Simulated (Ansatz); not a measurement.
**Ta3AsAu2O13 under changes of volume**

One of the cells (12.978 Å³/atom); the others are scaled copies at fixed shape and fractional positions:

```
CELL_PARAMETERS angstrom
5.45204 0.00000 0.00000
-2.72602 4.72161 0.00000
0.00000 0.00000 9.57902
ATOMIC_POSITIONS crystal
Ta 0.00000 0.00000 0.19408
Ta 0.00000 0.00000 0.80592
Ta 0.66667 0.33333 0.00000
As 0.00000 0.00000 0.50000
Au 0.33333 0.66667 0.27428
Au 0.33333 0.66667 0.72572
O 0.00000 0.00000 0.00000
O 0.23947 0.97129 0.36402
O 0.02871 0.26818 0.36402
O 0.73182 0.76053 0.36402
O 0.23947 0.97129 0.63598
O 0.02871 0.26818 0.63598
O 0.73182 0.76053 0.63598
O 0.38452 0.33425 0.85844
O 0.66575 0.05026 0.85844
O 0.94974 0.61548 0.85844
O 0.38452 0.33425 0.14156
O 0.66575 0.05026 0.14156
O 0.94974 0.61548 0.14156
```

The cell was built by a generator and needn't be a form met in nature.

| Property | Result |
| --- | --- |
| Program | Ansatz 0.2.0 |
| Functional | PBE |
| Potentials or basis | Ansatz PAW |
| Cutoff | 420 eV (not typed: the program's choice for these potentials) |
| k mesh | 6 × 6 × 3 |
| Occupations | fermi-dirac, width 0.05 eV |
| Spin | no spin polarisation |

```tsv
volume (Å³/atom)	energy over the lowest point (meV/atom)	pressure (GPa)	largest force (eV/Å)
12.200	?	?	?
12.459	12.35	8.2	0.587
12.719	2.79	3.8	0.369
12.978	0.00	-0.2	0.201
13.238	3.22	-3.7	0.215
13.497	11.81	-6.8	0.373
13.757	25.24	-9.6	0.521
```

Problem. What does the run at 12.200 Å³/atom give?

Solution. Energy over the lowest point 29.42 meV/atom; pressure 13.1 GPa; largest force 0.837 eV/Å.

Worked out: A Birch-Murnaghan fit of order 3 (a polynomial in V^(-2/3)) to the other rows has its minimum at 12.96 Å³/atom with B0 = V·E''(V) = 187 GPa and B' = 4.6 at fixed shape and positions, which overstates the stiffness. It gives 29.41 meV/atom at 12.200 Å³/atom, against the run's 29.42, and -dE/dV = 13.1 GPa, against 13.1.

Energies are extrapolated to zero smearing.
